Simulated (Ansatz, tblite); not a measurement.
# Si(vinyl)3(NEt2) (C10H19NSi): removing an electron

Aim: the energy of removing an electron for Si(vinyl)3(NEt2) (C10H19NSi), by energy differences, and how well orbital energies stand in for it.

Program: Ansatz 0.2.0, Gaussian basis. Level of theory: as each input shows. These are calculated values, not measurements.

The runs, in order: charge +1 doublet, at the geometry of the singlet (PBE0-D4/def2-TZVP, PBE-D4/def2-TZVP, revPBE-D4/def2-TZVP); charge +1 doublet, relaxed (PBE0-D4/def2-TZVP, PBE-D4/def2-TZVP); the starting singlet's energies come from earlier runs.

## Step 1: The relaxed structure

The singlet was relaxed beforehand with r2SCAN-D4/def2-SVP.

31 atoms, charge 0, spin multiplicity 1.

Atoms are counted from 1 here; the program's logs count them from 0.

Bond lengths: Si1–C2 1.874 Å, Si1–C7 1.876 Å, Si1–C12 1.880 Å, Si1–N17 1.743 Å, C2–C3 1.343 Å, C2–H4 1.101 Å, C3–H5 1.097 Å, C3–H6 1.097 Å, C7–C8 1.343 Å, C7–H9 1.102 Å, C8–H10 1.098 Å, C8–H11 1.098 Å, C12–C13 1.343 Å, C12–H14 1.101 Å, C13–H15 1.098 Å, C13–H16 1.097 Å, N17–C18 1.459 Å, N17–C20 1.455 Å and more. Angles: C2–Si1–C7 109.8°, C2–Si1–C12 109.0°, C2–Si1–N17 108.6°, C7–Si1–C12 108.4°, C7–Si1–N17 110.6°, C12–Si1–N17 110.5°, Si1–C2–C3 124.0°, Si1–C2–H4 118.5°, C3–C2–H4 117.4°, C2–C3–H5 121.7°, C2–C3–H6 122.3°, H5–C3–H6 116.0°, Si1–C7–C8 124.4°, Si1–C7–H9 118.0°, C8–C7–H9 117.5°, C7–C8–H10 121.6°, C7–C8–H11 122.5°, H10–C8–H11 115.9° and more.

## Step 2: Charge +1 doublet at the fixed geometry, PBE0-D4/def2-TZVP

File in.yaml:

```yaml
crystal:
  periodic: [false, false, false]
  atoms:
    - {symbol: Si, position_ang: [0.514506, 0.643702, 0.479282]}
    - {symbol: C, position_ang: [0.960640, 0.166030, 2.235556]}
    - {symbol: C, position_ang: [2.203694, 0.233812, 2.738962]}
    - {symbol: H, position_ang: [0.152382, -0.137039, 2.918927]}
    - {symbol: H, position_ang: [3.059085, 0.540835, 2.123878]}
    - {symbol: H, position_ang: [2.427360, -0.014160, 3.784256]}
    - {symbol: C, position_ang: [2.075437, 1.013902, -0.493565]}
    - {symbol: C, position_ang: [2.256511, 2.107863, -1.252047]}
    - {symbol: H, position_ang: [2.878054, 0.259428, -0.489197]}
    - {symbol: H, position_ang: [1.492919, 2.893725, -1.318644]}
    - {symbol: H, position_ang: [3.164310, 2.268729, -1.847665]}
    - {symbol: C, position_ang: [-0.543740, 2.197463, 0.518992]}
    - {symbol: C, position_ang: [-1.862102, 2.191169, 0.263629]}
    - {symbol: H, position_ang: [-0.080133, 3.154671, 0.803332]}
    - {symbol: H, position_ang: [-2.378298, 1.264460, -0.020511]}
    - {symbol: H, position_ang: [-2.480259, 3.096008, 0.322751]}
    - {symbol: N, position_ang: [-0.364241, -0.674487, -0.248389]}
    - {symbol: C, position_ang: [-0.722748, -0.605694, -1.660828]}
    - {symbol: C, position_ang: [0.175478, -1.445294, -2.567239]}
    - {symbol: C, position_ang: [-0.802905, -1.866388, 0.462521]}
    - {symbol: C, position_ang: [-2.238009, -1.779145, 0.981214]}
    - {symbol: H, position_ang: [-0.679169, 0.449458, -1.986301]}
    - {symbol: H, position_ang: [-1.780434, -0.910602, -1.795967]}
    - {symbol: H, position_ang: [1.217449, -1.093760, -2.506520]}
    - {symbol: H, position_ang: [0.158864, -2.508862, -2.279812]}
    - {symbol: H, position_ang: [-0.152092, -1.378875, -3.617754]}
    - {symbol: H, position_ang: [-0.702602, -2.747314, -0.200676]}
    - {symbol: H, position_ang: [-0.118433, -2.057708, 1.306997]}
    - {symbol: H, position_ang: [-2.339576, -0.959390, 1.711284]}
    - {symbol: H, position_ang: [-2.948485, -1.584776, 0.161077]}
    - {symbol: H, position_ang: [-2.543443, -2.717762, 1.472437]}
basis:
  gaussian: {orbitals: def2-TZVP, fitting: {mean_field: def2-universal-jkfit}}
total_charge: 1
magnetization: {spin_polarized: true, initial_magnetization: 1}
hamiltonian: {xc: pbe0, dispersion: d4}
scf: {omitted_lower_state_checks: [starts]}
output: {orbitals: {seedname: orbitals}}
```

Launch:

```sh
$ ansatz run in.yaml --threads 2 --pin off --events-out ev --progress --plain --max-ram 20480MiB --backend cuda --devices 0, --max-vram 18GiB
```

The program printed:

```text
Functional definition: PBE0
  name "PBE0"
  cite "Adamo & Barone, J. Chem. Phys. 110, 6158 (1999) doi:10.1063/1.478522"
  cite "Perdew, Burke & Ernzerhof, Phys. Rev. Lett. 77, 3865 (1996) doi:10.1103/PhysRevLett.77.3865"
  parent pbe
  parameter a = 0.25
  parameter kappa = 0.804
  parameter beta = 0.06672455060314922
  exchange = (1 - a)*pbe_x(kappa = kappa, mu = beta*pi^2/3) + a*exact_x
  correlation = pbe_c(beta = beta)
these checks for a lower state are left out or cut short: starts
1297 factors; integrals over basis functions are off by at most 3.9e-1 eV
mean field evaluation 1: about -19998.6339 eV, gradient 7.6e1 eV
mean field evaluation 2: about -19992.4687 eV, gradient 8.2e1 eV
mean field evaluation 4: about -20025.1162 eV, gradient 9.6e0 eV
mean field evaluation 8: about -20025.5430 eV, gradient 5.3e-1 eV
mean field evaluation 16: about -20025.5464 eV, gradient 2.0e-3 eV
mean field -20025.54637083 eV, -735.9252553252 hartree, gradient 4.9e-5 eV, S^2 0.755935; 0 other end points of the search recorded, 0 dependent functions left out
reference -20025.54641822 eV, -735.9252570667 hartree; 50, 49 occupied and 442, 443 virtual orbitals, 1297 factors
Total energy: -20026.33717663 eV, -735.9543169022 hartree
Checks for a lower state left out: starts
```

It took 7 s on 1 × H100 (card shared with other runs) with 2 threads of AMD EPYC 7R13, shared host; peak host memory 1.1 GiB.

HOMO -11.29 eV, LUMO -9.02 eV (over both spins); ⟨S²⟩ 0.756 (pure: 0.75).

## Step 3: Charge +1 doublet at the fixed geometry, PBE-D4/def2-TZVP

start.molden holds the orbitals of an earlier run on this state, given as this run's starting guess.

Edit in.yaml of step 2 so:

```diff
@@ -35,6 +35,6 @@
 basis:
-  gaussian: {orbitals: def2-TZVP, fitting: {mean_field: def2-universal-jkfit}}
+  gaussian: {orbitals: def2-TZVP, fitting: {mean_field: def2-universal-jkfit}, initial_orbitals: start.molden}
 total_charge: 1
 magnetization: {spin_polarized: true, initial_magnetization: 1}
-hamiltonian: {xc: pbe0, dispersion: d4}
+hamiltonian: {xc: pbe, dispersion: d4}
 scf: {omitted_lower_state_checks: [starts]}
```

Launched as before.

The program printed:

```text
Functional definition: PBE
  name "PBE"
  cite "Perdew, Burke & Ernzerhof, Phys. Rev. Lett. 77, 3865 (1996) doi:10.1103/PhysRevLett.77.3865"
  parent pbe
  parameter kappa = 0.804
  parameter beta = 0.06672455060314922
  exchange = pbe_x(kappa = kappa, mu = beta*pi^2/3)
  correlation = pbe_c(beta = beta)
these checks for a lower state are left out or cut short: starts
1297 factors; integrals over basis functions are off by at most 3.9e-1 eV
mean field evaluation 1: about -20022.9110 eV, gradient 1.0e1 eV
mean field evaluation 2: about -20023.1974 eV, gradient 4.1e-1 eV
mean field evaluation 4: about -20023.2050 eV, gradient 1.6e-1 eV
mean field evaluation 8: about -20023.2052 eV, gradient 2.8e-5 eV
mean field -20023.20518819 eV, -735.8392184499 hartree, gradient 2.8e-5 eV, S^2 0.752853; 0 other end points of the search recorded, 0 dependent functions left out
reference -20023.20525195 eV, -735.8392207932 hartree; 50, 49 occupied and 442, 443 virtual orbitals, 1297 factors
Total energy: -20024.11217778 eV, -735.8725497027 hartree
Checks for a lower state left out: starts
```

It took 4.6 s on 1 × H100 (card shared with other runs) with 2 threads of AMD EPYC 7R13, shared host; peak host memory 1 GiB.

Report: HOMO -10.28 eV, LUMO -9.86 eV (over both spins); ⟨S²⟩ 0.753 (pure: 0.75).

## Step 4: Charge +1 doublet at the fixed geometry, revPBE-D4/def2-TZVP

Edit in.yaml of step 3 so:

```diff
@@ -38,3 +38,3 @@
 magnetization: {spin_polarized: true, initial_magnetization: 1}
-hamiltonian: {xc: pbe, dispersion: d4}
+hamiltonian: {xc: {name: revPBE}, dispersion: d4}
 scf: {omitted_lower_state_checks: [starts]}
```

Same command.

The program printed:

```text
Functional definition: revPBE
  name "revPBE"
  cite "Zhang & Yang, Phys. Rev. Lett. 80, 890 (1998) doi:10.1103/PhysRevLett.80.890"
  cite "Perdew, Burke & Ernzerhof, Phys. Rev. Lett. 77, 3865 (1996) doi:10.1103/PhysRevLett.77.3865"
  parameter kappa = 1.245
  parameter beta = 0.06672455060314922
  exchange = pbe_x(kappa = kappa, mu = beta*pi^2/3)
  correlation = pbe_c(beta = beta)
these checks for a lower state are left out or cut short: starts
1297 factors; integrals over basis functions are off by at most 3.9e-1 eV
mean field evaluation 1: about -20038.3158 eV, gradient 1.1e1 eV
mean field evaluation 2: about -20038.5459 eV, gradient 3.8e-1 eV
mean field evaluation 4: about -20038.5524 eV, gradient 1.6e-1 eV
mean field evaluation 8: about -20038.5525 eV, gradient 2.8e-5 eV
mean field -20038.55253465 eV, -736.4032230297 hartree, gradient 2.8e-5 eV, S^2 0.753073; 0 other end points of the search recorded, 0 dependent functions left out
reference -20038.55261462 eV, -736.4032259686 hartree; 50, 49 occupied and 442, 443 virtual orbitals, 1297 factors
Total energy: -20041.12229011 eV, -736.4976598010 hartree
Checks for a lower state left out: starts
```

Run time: 4.1 s. Hardware: 1 × H100 (card shared with other runs) with 2 threads of AMD EPYC 7R13, shared host; peak host memory 1 GiB.

HOMO -10.20 eV, LUMO -9.79 eV (over both spins); ⟨S²⟩ 0.753 (pure: 0.75).

## Step 5: Vertical ionisation energy

Charged state less starting state, singlet to doublet; the starting state's energies are those of its earlier runs.

| level | vertical ionisation energy (eV) | time |
| --- | --- | --- |
| PBE-D4/def2-TZVP | +7.44 | 8.1 s |
| revPBE-D4/def2-TZVP | +7.47 | 6.6 s |
| PBE0-D4/def2-TZVP | +7.60 | 11 s |

Times add the two runs; a level without a time comes out of a correlated run.

Beside −ε(HOMO) of the starting state:

| level | −ε(HOMO) (eV) | by difference (eV) | mismatch (eV) |
| --- | --- | --- | --- |
| PBE-D4/def2-TZVP | 4.79 | 7.44 | -2.65 |
| revPBE-D4/def2-TZVP | 4.73 | 7.47 | -2.75 |
| PBE0-D4/def2-TZVP | 6.05 | 7.60 | -1.54 |

(Part 1 of 2 ends here.)
